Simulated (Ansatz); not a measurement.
# CClFI+: single points off equilibrium

The task here is to estimate one member of a computed series from the others.

Computed with Ansatz 0.2.0, Gaussian basis. Level: single points in def2-TZVPP.

Correlated methods freeze the cores. Filled d shells of the heavier atoms are correlated. Core potentials replace the inner electrons past krypton, and spin-orbit coupling is left out.

## The starting structure

SMILES `F[C+](Cl)I`, 4 atoms, charge 1, spin multiplicity 1.

Atoms are counted from 1 here; the program's logs count them from 0.

Bond lengths: F1–C2 1.261 Å, C2–Cl3 1.586 Å, C2–I4 2.134 Å. Angles: F1–C2–Cl3 123.2°, F1–C2–I4 113.4°, Cl3–C2–I4 123.3°.

As a file:

```xyz
4

F     1.2350    0.3369    0.5349
C     0.1444   -0.1008    0.0778
Cl   -0.4505   -1.5208    0.4606
I    -0.8773    1.3010   -1.1658
```

Set-up of the first run:

run/in.yaml reads:

```yaml
crystal:
  periodic: [false, false, false]
  atoms:
    - {symbol: F, position_ang: [1.235000, 0.336900, 0.534900]}
    - {symbol: C, position_ang: [0.144400, -0.100800, 0.077800]}
    - {symbol: Cl, position_ang: [-0.450500, -1.520800, 0.460600]}
    - {symbol: I, position_ang: [-0.877300, 1.301000, -1.165800]}
basis:
  gaussian: {orbitals: def2-TZVPP}
total_charge: 1
correlation: {method: ccsd_t}
output: {forces: true}
```

No record of the launch command was kept for these runs.

Steps of the session up to this table: CCSD(T)/def2-TZVPP; PBE0-D4/def2-TZVPP; wB97M-V/def2-TZVPP; r2SCAN-D4/def2-TZVPP; PBE-D4/def2-TZVPP; r2SCAN0-D4/def2-TZVPP; revPBE-D4/def2-TZVPP.

One table of the session follows, with a row left open; its other results are not shown here.

```
    method  RMS force component (eV/Å)  angle to CCSD(T) forces (°)
   CCSD(T)                       1.333                    reference
   PBE0-D4                       1.247                          8.3
   wB97M-V                       1.280                          5.9
 r2SCAN-D4                       1.254                          2.3
    PBE-D4                       1.324                         10.8
r2SCAN0-D4                       1.241                         14.6
 revPBE-D4                           ?                            ?
```

Q: Estimate the row for revPBE-D4 from the others.

As computed: RMS force component (eV/Å): 1.376; angle to CCSD(T) forces (°): 14.3. In the column «RMS force component (eV/Å)» it is the highest.
